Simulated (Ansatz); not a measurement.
**C₄H₁₂S₄Sn: small, medium and large basis sets**

The task here is to estimate one member of a computed series from the others.

Computed with Ansatz 0.2.0, Gaussian basis. Level: one geometry, several basis sets.

Levels to be run: PBE0-D4/def2-SVP; ωB97M-V/def2-SVP; PBE0-D4/def2-QZVPP; ωB97M-V/def2-QZVPP; the functionals' def2-TZVPP values are taken from earlier runs.

**The relaxed structure**

The geometry comes from an earlier relaxation with PBE0-D4 in a triple-zeta def2 set; it is a stationary point, not always the lowest conformer. Sn takes the def2 core potential; no spin-orbit term is included.

SMILES `C[S][Sn]([S]C)([S]C)[S]C`, 21 atoms, charge 0, spin multiplicity 1.

Atoms are counted from 1 here; the program's logs count them from 0.

Bond lengths: C1–S2 1.820 Å, C1–H10 1.090 Å, C1–H11 1.090 Å, C1–H12 1.090 Å, S2–Sn3 2.390 Å, Sn3–S4 2.390 Å, Sn3–S6 2.390 Å, Sn3–S8 2.391 Å, S4–C5 1.820 Å, C5–H13 1.090 Å, C5–H14 1.090 Å, C5–H15 1.090 Å, S6–C7 1.820 Å, C7–H16 1.090 Å, C7–H17 1.090 Å, C7–H18 1.090 Å, S8–C9 1.820 Å, C9–H19 1.090 Å and more. Angles: S2–C1–H10 106.3°, S2–C1–H11 111.2°, S2–C1–H12 111.2°, H10–C1–H11 109.1°, H10–C1–H12 109.1°, H11–C1–H12 109.8°, C1–S2–Sn3 97.7°, S2–Sn3–S4 111.1°, S2–Sn3–S6 111.1°, S2–Sn3–S8 106.3°, S4–Sn3–S6 106.3°, S4–Sn3–S8 111.0°, S6–Sn3–S8 111.1°, Sn3–S4–C5 97.7°, S4–C5–H13 111.2°, S4–C5–H14 111.2°, S4–C5–H15 106.3°, H13–C5–H14 109.8° and more.

As a file:

```
C    -1.44191   -2.22532    1.78712
S     0.26301   -1.59010    1.76890
Sn   -0.00663   -0.00243    0.00234
S    -1.69173    1.60499    0.54186
C    -0.93050    2.25341    2.06196
S    -0.71821   -1.07033   -2.01445
C     0.69600   -2.19949   -2.20315
S     2.12096    1.04836   -0.28697
C     1.65305    2.17478   -1.63710
H    -1.47821   -2.98317    2.56967
H    -1.70152   -2.68429    0.83353
H    -2.15430   -1.43502    2.02240
H     0.04162    2.70058    1.85595
H    -0.82520    1.47202    2.81412
H    -1.60478    3.02267    2.43826
H     0.76794   -2.88520   -1.35935
H     1.62932   -1.64741   -2.31065
H     0.51251   -2.77101   -3.11295
H     1.32497    1.62101   -2.51635
H     0.87001    2.86384   -1.32173
H     2.54919    2.74279   -1.88674
```

The first run:

in.yaml reads:

```yaml
crystal:
  periodic: [false, false, false]
  atoms:
    - {symbol: C, position_ang: [-1.441913, -2.225319, 1.787124]}
    - {symbol: S, position_ang: [0.263010, -1.590096, 1.768904]}
    - {symbol: Sn, position_ang: [-0.006632, -0.002427, 0.002343]}
    - {symbol: S, position_ang: [-1.691731, 1.604994, 0.541857]}
    - {symbol: C, position_ang: [-0.930502, 2.253409, 2.061961]}
    - {symbol: S, position_ang: [-0.718211, -1.070330, -2.014451]}
    - {symbol: C, position_ang: [0.696000, -2.199488, -2.203152]}
    - {symbol: S, position_ang: [2.120965, 1.048358, -0.286968]}
    - {symbol: C, position_ang: [1.653055, 2.174778, -1.637096]}
    - {symbol: H, position_ang: [-1.478206, -2.983165, 2.569674]}
    - {symbol: H, position_ang: [-1.701515, -2.684290, 0.833531]}
    - {symbol: H, position_ang: [-2.154300, -1.435019, 2.022404]}
    - {symbol: H, position_ang: [0.041623, 2.700577, 1.855953]}
    - {symbol: H, position_ang: [-0.825204, 1.472023, 2.814117]}
    - {symbol: H, position_ang: [-1.604785, 3.022673, 2.438265]}
    - {symbol: H, position_ang: [0.767937, -2.885200, -1.359351]}
    - {symbol: H, position_ang: [1.629323, -1.647406, -2.310646]}
    - {symbol: H, position_ang: [0.512510, -2.771006, -3.112950]}
    - {symbol: H, position_ang: [1.324973, 1.621007, -2.516353]}
    - {symbol: H, position_ang: [0.870010, 2.863838, -1.321726]}
    - {symbol: H, position_ang: [2.549191, 2.742790, -1.886743]}
basis:
  gaussian: {orbitals: def2-SVP}
hamiltonian: {xc: pbe0, dispersion: d4}
output: {orbitals: {seedname: orbitals}}
```

Launch:

```bash
> ansatz run in.yaml --threads 4 --pin off --events-out ev --progress --plain --max-ram 46080MiB --backend cpu
```

Steps of the session up to this table: PBE0-D4 in def2-SVP; ωB97M-V in def2-SVP; PBE0-D4 in def2-QZVPP; ωB97M-V in def2-QZVPP.

One of the session's tables, all rows but one given; the rest of the session is left out.

It belongs to the step «Density functionals: the series». 

```
functional       basis  HOMO (eV)
   PBE0-D4    def2-SVP          ?
   PBE0-D4  def2-TZVPP      -6.93
   PBE0-D4  def2-QZVPP      -6.95
   ωB97M-V    def2-SVP      -9.01
   ωB97M-V  def2-TZVPP      -9.13
   ωB97M-V  def2-QZVPP      -9.16
```

Q: Estimate the row for PBE0-D4, def2-SVP from the others.

**Answer.** HOMO (eV): -6.85. In the column «HOMO (eV)» it is the highest.
